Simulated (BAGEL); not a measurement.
# HF/3-21G (density fitting with qzvpp-jkfit) run of BPNH4Cl (SMILES NB(P)Cl)

Aim: the vertical singlet–triplet gap of BPNH4Cl at HF/3-21G (density fitting with qzvpp-jkfit), from 2 runs. 

The results are computed with BAGEL 1.2.2.

## (1) Starting point

BPNH4Cl: 8 atoms, total charge 0, spin state singlet. SMILES: `NB(P)Cl`. The coordinates come from a GFN2-xTB relaxation. This is one conformer, not always the lowest.

Bond lengths: N1–B2 1.383 Å, B2–P3 1.920 Å, B2–Cl4 1.734 Å, N1–H5 1.007 Å, N1–H6 1.008 Å, P3–H7 1.384 Å, P3–H8 1.382 Å. Angles: N1–B2–P3 122.1°, N1–B2–Cl4 118.2°, P3–B2–Cl4 119.5°, B2–N1–H5 123.7°, B2–N1–H6 123.1°, B2–P3–H7 96.6°, B2–P3–H8 96.6°, H5–N1–H6 113.2°, H7–P3–H8 93.8°.

## (2) The energy at HF/3-21G (density fitting with qzvpp-jkfit)

hf.json

```json
{ "bagel" : [

{
  "title" : "molecule",
  "basis" : "3-21g",
  "df_basis" : "qzvpp-jkfit",
  "angstrom" : true,
  "geometry" : [
    { "atom" : "N", "xyz" : [   -0.195810,    1.281380,   -0.285280 ] },
    { "atom" : "B", "xyz" : [   -0.517610,   -0.048610,   -0.083010 ] },
    { "atom" : "P", "xyz" : [    0.532930,   -1.191280,    1.046810 ] },
    { "atom" : "Cl", "xyz" : [   -1.981160,   -0.655140,   -0.789140 ] },
    { "atom" : "H", "xyz" : [    0.620080,    1.723810,    0.104860 ] },
    { "atom" : "H", "xyz" : [   -0.772560,    1.911540,   -0.819640 ] },
    { "atom" : "H", "xyz" : [    1.770760,   -0.737810,    0.624340 ] },
    { "atom" : "H", "xyz" : [    0.543380,   -2.283880,    0.201050 ] }
  ]
},
{
  "title" : "hf"
},
{
  "title" : "print",
  "file" : "orbitals.molden",
  "orbitals" : true
}

]}
```

The run is started by

```
$ BAGEL_NUM_THREADS=1 BAGEL hf.json > hf.out
```

The log of the run:

```text
* using 1 threads per process

  ===============================================================
  ===============================================================

  *** Geometry ***

  { "atom" : "N", "xyz" : [     -0.370027,      2.421457,     -0.539101 ] },
  { "atom" : "B", "xyz" : [     -0.978141,     -0.091860,     -0.156866 ] },
  { "atom" : "P", "xyz" : [      1.007092,     -2.251193,      1.978184 ] },
  { "atom" : "Cl", "xyz" : [     -3.743850,     -1.238035,     -1.491258 ] },
  { "atom" : "H", "xyz" : [      1.171781,      3.257529,      0.198157 ] },
  { "atom" : "H", "xyz" : [     -1.459927,      3.612287,     -1.548895 ] },
  { "atom" : "H", "xyz" : [      3.346251,     -1.394259,      1.179832 ] },
  { "atom" : "H", "xyz" : [      1.026839,     -4.315908,      0.379929 ] },

  Number of auxiliary basis functions:      480

  Since a DF basis is specified, we compute 2- and 3-index integrals:
    o Being stored without compression. Storage requirement is 0.010 GB

  Number of basis functions:       52
  Number of electrons      :       48

    * METHOD: MOLECULE                             0.18

  *** RHF ***

  === Nuclear Repulsion ===
   187.6013351589

      * DIIS with orbital gradients will be used.

  === RHF iteration (3-21g) ===
      0       -877.28486680          0.02017118           0.04
      1       -877.36731632          0.00956291           0.04
      2       -877.38383015          0.00142983           0.04
      3       -877.38469353          0.00027082           0.04
      4       -877.38473478          0.00007717           0.04
      5       -877.38473981          0.00001933           0.04
      6       -877.38474008          0.00000487           0.04
      7       -877.38474010          0.00000155           0.04
      8       -877.38474010          0.00000039           0.04
      9       -877.38474010          0.00000017           0.04
     10       -877.38474010          0.00000004           0.04
     11       -877.38474010          0.00000001           0.04
     12       -877.38474010          0.00000000           0.04
    * SCF iteration converged.

    * Permanent dipole moment:
           (   -0.834741,    -1.111669,     0.311233) a.u.

    * METHOD: HF                                   0.60

    * METHOD: PRINT                                0.01

  ===============================================================
```

It took 0.91 s on 1 thread of Arm Neoverse V1, shared host.

## (3) The triplet at the same level

job.json

```json
{ "bagel": [

{
  "title": "molecule",
  "basis": "3-21g",
  "df_basis": "qzvpp-jkfit",
  "angstrom": true,
  "geometry": [
    { "atom": "N", "xyz": [   -0.195810,    1.281380,   -0.285280 ] },
    { "atom": "B", "xyz": [   -0.517610,   -0.048610,   -0.083010 ] },
    { "atom": "P", "xyz": [    0.532930,   -1.191280,    1.046810 ] },
    { "atom": "Cl", "xyz": [   -1.981160,   -0.655140,   -0.789140 ] },
    { "atom": "H", "xyz": [    0.620080,    1.723810,    0.104860 ] },
    { "atom": "H", "xyz": [   -0.772560,    1.911540,   -0.819640 ] },
    { "atom": "H", "xyz": [    1.770760,   -0.737810,    0.624340 ] },
    { "atom": "H", "xyz": [    0.543380,   -2.283880,    0.201050 ] }
  ]
},
{
  "title": "uhf",
  "charge": 0,
  "nopen": 2
},
{
  "title": "print",
  "file": "orbitals.molden",
  "orbitals": true
}

]}
```

The run is started by

```
$ BAGEL_NUM_THREADS=1 BAGEL job.json > job.out
```

The log of the run:

```text
* using 1 threads per process

  ===============================================================
  ===============================================================

  *** Geometry ***

  { "atom" : "N", "xyz" : [     -0.370027,      2.421457,     -0.539101 ] },
  { "atom" : "B", "xyz" : [     -0.978141,     -0.091860,     -0.156866 ] },
  { "atom" : "P", "xyz" : [      1.007092,     -2.251193,      1.978184 ] },
  { "atom" : "Cl", "xyz" : [     -3.743850,     -1.238035,     -1.491258 ] },
  { "atom" : "H", "xyz" : [      1.171781,      3.257529,      0.198157 ] },
  { "atom" : "H", "xyz" : [     -1.459927,      3.612287,     -1.548895 ] },
  { "atom" : "H", "xyz" : [      3.346251,     -1.394259,      1.179832 ] },
  { "atom" : "H", "xyz" : [      1.026839,     -4.315908,      0.379929 ] },

  Number of auxiliary basis functions:      480

  Since a DF basis is specified, we compute 2- and 3-index integrals:
    o Being stored without compression. Storage requirement is 0.010 GB

  Number of basis functions:       52
  Number of electrons      :       48

    * METHOD: MOLECULE                             0.18

  *** Open-shell HF ***

  === Nuclear Repulsion ===
   187.6013351589

      * DIIS with orbital gradients will be used.

  === UHF iteration (3-21g) ===
      0       -877.03352534          0.04331949           0.08
      1       -877.13179194          0.02153045           0.07
      2       -877.15240592          0.01265452           0.07
      3       -877.16026311          0.00136958           0.07
      4       -877.16141368          0.00063670           0.07
      5       -877.16183050          0.00040600           0.07
      6       -877.16220335          0.00021294           0.07
      7       -877.16234791          0.00014091           0.07
      8       -877.16241449          0.00008017           0.07
      9       -877.16244080          0.00006657           0.07
     10       -877.16245223          0.00004246           0.07
     11       -877.16245673          0.00002714           0.07
     12       -877.16245845          0.00001683           0.07
     13       -877.16245914          0.00000899           0.07
     14       -877.16245920          0.00000540           0.07
     15       -877.16245927          0.00000360           0.07
     16       -877.16245929          0.00000280           0.07
     17       -877.16245933          0.00000120           0.07
     18       -877.16245933          0.00000053           0.07
     19       -877.16245933          0.00000028           0.07
     20       -877.16245933          0.00000013           0.07
     21       -877.16245933          0.00000009           0.07
     22       -877.16245933          0.00000007           0.07
     23       -877.16245933          0.00000005           0.07
     24       -877.16245933          0.00000002           0.07
     25       -877.16245933          0.00000001           0.07
    * SCF iteration converged.

    * S^2 (UHF) is 2.0068

    * Permanent dipole moment:
           (   -1.476752,    -0.156606,    -1.108740) a.u.

    * METHOD: UHF                                  2.01

    * METHOD: PRINT                                0.01

  ===============================================================
```

Wall time 2.3 s (1 thread of Arm Neoverse V1, shared host).

## (4) Results

Level: HF/3-21G (density fitting with qzvpp-jkfit).

| quantity | value |
| --- | --- |
| singlet: total energy | -877.38474 Eh |
| singlet: dipole moment | 3.62 D |
| singlet: HOMO energy | -9.98 eV |
| singlet: LUMO energy | 4.09 eV |
| singlet: HOMO–LUMO gap | 14.07 eV |
| triplet: total energy | -877.16246 Eh |
| triplet: dipole moment | 4.71 D |
| triplet: ⟨S²⟩ | 2.007 |
| vertical energy of the triplet above the singlet | 6.049 eV |

**Reading.** At this shape the triplet lies 6.05 eV (584 kJ/mol) above the singlet.
